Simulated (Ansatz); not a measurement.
# BGaH₇NSi: how energies converge with the basis set

One table from this session's results is given with a row withheld; the runs are named, their logs left out.

Program: Ansatz 0.2.0, Gaussian basis. Level of theory: one geometry, several basis sets. These are calculated values, not measurements.

Levels to be run: PBE0-D4/def2-SVP; ωB97M-V/def2-SVP; PBE0-D4/def2-QZVPP; ωB97M-V/def2-QZVPP; the functionals' def2-TZVPP values are taken from earlier runs.

## Structure used throughout

The geometry comes from an earlier relaxation with PBE0-D4 in a triple-zeta def2 set; it is a stationary point, not always the lowest conformer.

SMILES `[NH2][GaH][BH][SiH3]`, 11 atoms, charge 0, spin multiplicity 1.

Atoms are counted from 1 here; the program's logs count them from 0.

Bond lengths: N1–Ga2 1.819 Å, N1–H5 1.006 Å, N1–H6 1.005 Å, Ga2–B3 2.073 Å, Ga2–H7 1.571 Å, B3–Si4 2.003 Å, B3–H8 1.199 Å, Si4–H9 1.498 Å, Si4–H10 1.489 Å, Si4–H11 1.489 Å. Angles: Ga2–N1–H5 123.3°, Ga2–N1–H6 124.9°, H5–N1–H6 111.8°, N1–Ga2–B3 120.4°, N1–Ga2–H7 113.7°, B3–Ga2–H7 125.9°, Ga2–B3–Si4 123.2°, Ga2–B3–H8 119.7°, Si4–B3–H8 117.0°, B3–Si4–H9 103.0°, B3–Si4–H10 114.2°, B3–Si4–H11 115.6°, H9–Si4–H10 107.2°, H9–Si4–H11 107.8°, H10–Si4–H11 108.3°.

Set-up of the first run:

File in.yaml:

```yaml
crystal:
  periodic: [false, false, false]
  atoms:
    - {symbol: N, position_ang: [-0.896001, 2.288741, 0.499445]}
    - {symbol: Ga, position_ang: [0.583858, 1.239590, 0.639971]}
    - {symbol: B, position_ang: [0.406502, -0.825679, 0.680474]}
    - {symbol: Si, position_ang: [0.179854, -1.938714, -0.969333]}
    - {symbol: H, position_ang: [-0.860910, 3.293829, 0.484292]}
    - {symbol: H, position_ang: [-1.841470, 1.948184, 0.470659]}
    - {symbol: H, position_ang: [1.930242, 2.048634, 0.678875]}
    - {symbol: H, position_ang: [0.383019, -1.400251, 1.732777]}
    - {symbol: H, position_ang: [-1.306971, -1.991766, -1.139780]}
    - {symbol: H, position_ang: [0.743239, -1.323702, -2.202801]}
    - {symbol: H, position_ang: [0.678639, -3.338876, -0.874569]}
basis:
  gaussian: {orbitals: def2-SVP}
hamiltonian: {xc: pbe0, dispersion: d4}
output: {orbitals: {seedname: orbitals}}
```

Command:

```bash
$ ansatz run in.yaml --threads 4 --pin off --events-out ev --progress --plain --max-ram 10444MiB
```

Among the steps run: PBE0-D4 in def2-SVP; ωB97M-V in def2-SVP; PBE0-D4 in def2-QZVPP; ωB97M-V in def2-QZVPP.

One table of the session follows, with a row left open; its other results are not shown here.

It belongs to the step «Functionals by basis». 

```
functional       basis  HOMO (eV)  LUMO (eV)
   PBE0-D4    def2-SVP      -7.14      -2.60
   PBE0-D4  def2-TZVPP      -7.25      -2.67
   PBE0-D4  def2-QZVPP      -7.28      -2.69
   ωB97M-V    def2-SVP      -9.35      -0.57
   ωB97M-V  def2-TZVPP      -9.43      -0.72
   ωB97M-V  def2-QZVPP          ?          ?
```

Q: Estimate the row for ωB97M-V, def2-QZVPP from the others.

As computed: HOMO (eV): -9.45; LUMO (eV): -0.76. In the column «HOMO (eV)» it is the lowest.
